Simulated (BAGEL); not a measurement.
# HF/3-21G (density fitting with qzvpp-jkfit) run of B2F4 (diboron tetrafluoride)

What is the energy change on altering one bond length of B2F4 (diboron tetrafluoride) at HF/3-21G (density fitting with qzvpp-jkfit)? 

The calculation is run with BAGEL 1.2.2.

1 further run of the same task is left out (set aside as unsound or not needed).

## 1. The structure to begin with

The species is B2F4 (6 atoms), meant as a singlet with charge 0. SMILES: `FB(F)B(F)F`. The shape is that of a GFN2-xTB optimisation.

Bond lengths: F1–B2 1.316 Å, B2–F3 1.316 Å, B2–B4 1.718 Å, B4–F5 1.316 Å, B4–F6 1.316 Å. Angles: F1–B2–F3 112.3°, F1–B2–B4 123.8°, F3–B2–B4 123.8°, B2–B4–F5 123.8°, B2–B4–F6 123.8°, F5–B4–F6 112.3°.

## 2. A single-point energy at HF/3-21G (density fitting with qzvpp-jkfit)

job.json

```json
{ "bagel": [

{
  "title": "molecule",
  "basis": "3-21g",
  "df_basis": "qzvpp-jkfit",
  "angstrom": true,
  "geometry": [
    { "atom": "F", "xyz": [       0.772690,      -0.727760,       1.613350 ] },
    { "atom": "B", "xyz": [       0.286610,      -0.709500,       0.390460 ] },
    { "atom": "F", "xyz": [       0.292020,      -1.901020,      -0.167640 ] },
    { "atom": "B", "xyz": [      -0.286590,       0.709540,      -0.390440 ] },
    { "atom": "F", "xyz": [      -0.775350,       0.727110,      -1.612260 ] },
    { "atom": "F", "xyz": [      -0.289380,       1.901640,       0.166510 ] }
  ]
},

{ "title": "hf" },

{ "title": "print", "file": "orbitals.molden", "orbitals": true }

]}
```

On the command line:

```sh
$ BAGEL_NUM_THREADS=1 BAGEL job.json > job.out
```

Standard output:

```text
* using 1 threads per process

  ===============================================================
  ===============================================================

  *** Geometry ***

  { "atom" : "F", "xyz" : [      1.460172,     -1.375267,      3.048790 ] },
  { "atom" : "B", "xyz" : [      0.541614,     -1.340761,      0.737862 ] },
  { "atom" : "F", "xyz" : [      0.551838,     -3.592407,     -0.316794 ] },
  { "atom" : "B", "xyz" : [     -0.541577,      1.340836,     -0.737825 ] },
  { "atom" : "F", "xyz" : [     -1.465199,      1.374039,     -3.046730 ] },
  { "atom" : "F", "xyz" : [     -0.546849,      3.593579,      0.314658 ] },

  Number of auxiliary basis functions:      458

  Since a DF basis is specified, we compute 2- and 3-index integrals:
    o Being stored without compression. Storage requirement is 0.011 GB

  Number of basis functions:       54
  Number of electrons      :       46

    * METHOD: MOLECULE                             0.15

  *** RHF ***

  === Nuclear Repulsion ===
   203.9186371614

      * DIIS with orbital gradients will be used.

  === RHF iteration (3-21g) ===
      0       -444.70562477          0.03530763           0.04
      1       -444.89031991          0.02159723           0.03
      2       -444.96926592          0.00128372           0.03
      3       -444.96999602          0.00013876           0.03
      4       -444.97000677          0.00002095           0.03
      5       -444.97000704          0.00000316           0.03
      6       -444.97000704          0.00000069           0.03
      7       -444.97000704          0.00000034           0.03
      8       -444.97000704          0.00000007           0.03
      9       -444.97000704          0.00000002           0.03
     10       -444.97000704          0.00000001           0.03
    * SCF iteration converged.

    * Permanent dipole moment:
           (   -0.000021,    -0.000045,     0.000004) a.u.

    * METHOD: HF                                   0.44

    * METHOD: PRINT                                0.01

  ===============================================================
```

It took 0.73 s on 1 thread of Arm Neoverse V1, shared host; peak memory 0.082 GiB.

## 3. The distorted shape

hf.json

```json
{ "bagel": [

{
  "title": "molecule",
  "basis": "3-21g",
  "df_basis": "qzvpp-jkfit",
  "angstrom": true,
  "geometry": [
    { "atom": "F", "xyz": [    0.944652,   -1.153477,    1.847623 ] },
    { "atom": "B", "xyz": [    0.458572,   -1.135217,    0.624733 ] },
    { "atom": "F", "xyz": [    0.463982,   -2.326737,    0.066633 ] },
    { "atom": "B", "xyz": [   -0.286590,    0.709540,   -0.390440 ] },
    { "atom": "F", "xyz": [   -0.775350,    0.727110,   -1.612260 ] },
    { "atom": "F", "xyz": [   -0.289380,    1.901640,    0.166510 ] }
  ]
},
{ "title": "hf" },
{ "title": "print", "file": "orbitals.molden", "orbitals": true }

]}
```

On the command line:

```sh
$ BAGEL_NUM_THREADS=1 BAGEL hf.json > hf.out
```

Standard output:

```text
* using 1 threads per process

  ===============================================================
  ===============================================================

  *** Geometry ***

  { "atom" : "F", "xyz" : [      1.785134,     -2.179756,      3.491501 ] },
  { "atom" : "B", "xyz" : [      0.866575,     -2.145249,      1.180574 ] },
  { "atom" : "F", "xyz" : [      0.876799,     -4.396896,      0.125918 ] },
  { "atom" : "B", "xyz" : [     -0.541577,      1.340836,     -0.737825 ] },
  { "atom" : "F", "xyz" : [     -1.465199,      1.374039,     -3.046730 ] },
  { "atom" : "F", "xyz" : [     -0.546849,      3.593579,      0.314658 ] },

  Number of auxiliary basis functions:      458

  Since a DF basis is specified, we compute 2- and 3-index integrals:
    o Being stored without compression. Storage requirement is 0.011 GB

  Number of basis functions:       54
  Number of electrons      :       46

    * METHOD: MOLECULE                             0.15

  *** RHF ***

  === Nuclear Repulsion ===
   190.7785445232

      * DIIS with orbital gradients will be used.

  === RHF iteration (3-21g) ===
      0       -444.64672885          0.03513809           0.04
      1       -444.83352796          0.02128938           0.03
      2       -444.91120084          0.00127755           0.03
      3       -444.91199300          0.00015064           0.03
      4       -444.91200599          0.00002507           0.03
      5       -444.91200635          0.00000393           0.03
      6       -444.91200636          0.00000087           0.03
      7       -444.91200636          0.00000039           0.03
      8       -444.91200636          0.00000009           0.03
      9       -444.91200636          0.00000003           0.03
     10       -444.91200636          0.00000001           0.03
    * SCF iteration converged.

    * Permanent dipole moment:
           (   -0.000013,    -0.000042,     0.000018) a.u.

    * METHOD: HF                                   0.44

    * METHOD: PRINT                                0.01

  ===============================================================
```

Wall time 0.73 s (1 thread of Arm Neoverse V1, shared host); peak memory 0.081 GiB.

## 4. Outcome

Level: HF/3-21G (density fitting with qzvpp-jkfit).

| quantity | value |
| --- | --- |
| first shape: total energy | -444.97001 Eh |
| first shape: dipole moment | 0.00 D |
| first shape: HOMO energy | -14.46 eV |
| first shape: LUMO energy | 1.33 eV |
| first shape: HOMO–LUMO gap | 15.79 eV |
| distorted shape: total energy | -444.91201 Eh |
| distorted shape: dipole moment | 0.00 D |
| distorted shape: HOMO energy | -12.41 eV |
| distorted shape: LUMO energy | 2.02 eV |
| distorted shape: HOMO–LUMO gap | 14.43 eV |
| energy change with the B2–B4 bond stretched from 1.718 to 2.234 Å | 1.578 eV |

What this shows: With the B2–B4 bond stretched from 1.718 to 2.234 Å the energy rises by 1.58 eV (36 kcal/mol). The first shape isn't relaxed at this level, so the change isn't measured from a minimum.
